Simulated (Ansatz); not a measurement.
# BCl2H4OSi: the cost of one run

All numbers below are computed with Ansatz 0.2.0 (UKS PBE/def2-SVP).

## 1. The system as given

Bond lengths: B1–Cl2 2.110 Å, B1–O3 1.410 Å, O3–H4 1.010 Å, B1–Cl5 1.860 Å, Cl2–Si6 2.430 Å, Si6–H7 1.460 Å, Si6–H8 1.460 Å, Si6–H9 1.460 Å. Angles: B1–Cl2–Si6 180.0°, Cl2–B1–O3 120.0°, Cl2–B1–Cl5 120.0°, O3–B1–Cl5 120.0°, B1–O3–H4 109.5°, Cl2–Si6–H7 109.5°, Cl2–Si6–H8 109.5°, Cl2–Si6–H9 109.5°, H7–Si6–H8 109.4°, H7–Si6–H9 109.4°, H8–Si6–H9 109.4°.

Structure file:

```xyz
9

B     0.0000    0.0000    0.0000
Cl    0.0000    0.0000    2.1100
O     1.2211    0.0000   -0.7050
H     1.5209   -0.9519   -0.8599
Cl   -1.6108    0.0000   -0.9300
Si    0.0000    0.0000    4.5400
H    -0.7436   -1.1581    5.0274
H     1.3747   -0.0649    5.0274
H    -0.6311    1.2230    5.0274
```

## 2. Pulling towards end A

Springs on the bonds that form and break draw the guess towards this end; the thresholds are loose.

Contents of input.yaml:

```yaml
crystal:
  periodic: [false, false, false]
  atoms:
    - { symbol: B, position_ang: [0.0, 0.0, 0.0] }
    - { symbol: Cl, position_ang: [0.0, 0.0, 2.11] }
    - { symbol: O, position_ang: [1.2211, 0.0, -0.705] }
    - { symbol: H, position_ang: [1.5209, -0.9519, -0.8599] }
    - { symbol: Cl, position_ang: [-1.6108, 0.0, -0.93] }
    - { symbol: Si, position_ang: [0.0, 0.0, 4.54] }
    - { symbol: H, position_ang: [-0.7436, -1.1581, 5.0274] }
    - { symbol: H, position_ang: [1.3747, -0.0649, 5.0274] }
    - { symbol: H, position_ang: [-0.6311, 1.223, 5.0274] }
magnetization:
  spin_polarized: true
  initial_magnetization: 1
basis:
  gaussian: { orbitals: def2-SVP }
hamiltonian:
  xc: pbe
relax:
  f_tol: 0.15
  max_steps: 25
  restrain:
    - { distance: [1, 5], at: 3.33, k: 30.0 }
    - { distance: [0, 1], at: 1.86, k: 30.0 }
```

Command:

```
$ ansatz run input.yaml --threads 4 --pin off --max-ram 5120MiB --backend cpu --events-out ev --progress --plain --runs-dir out
```

What time and memory should one allow on 4 threads of Arm Neoverse V2, shared host?

About 14 s, with a peak of 0.18 GiB.
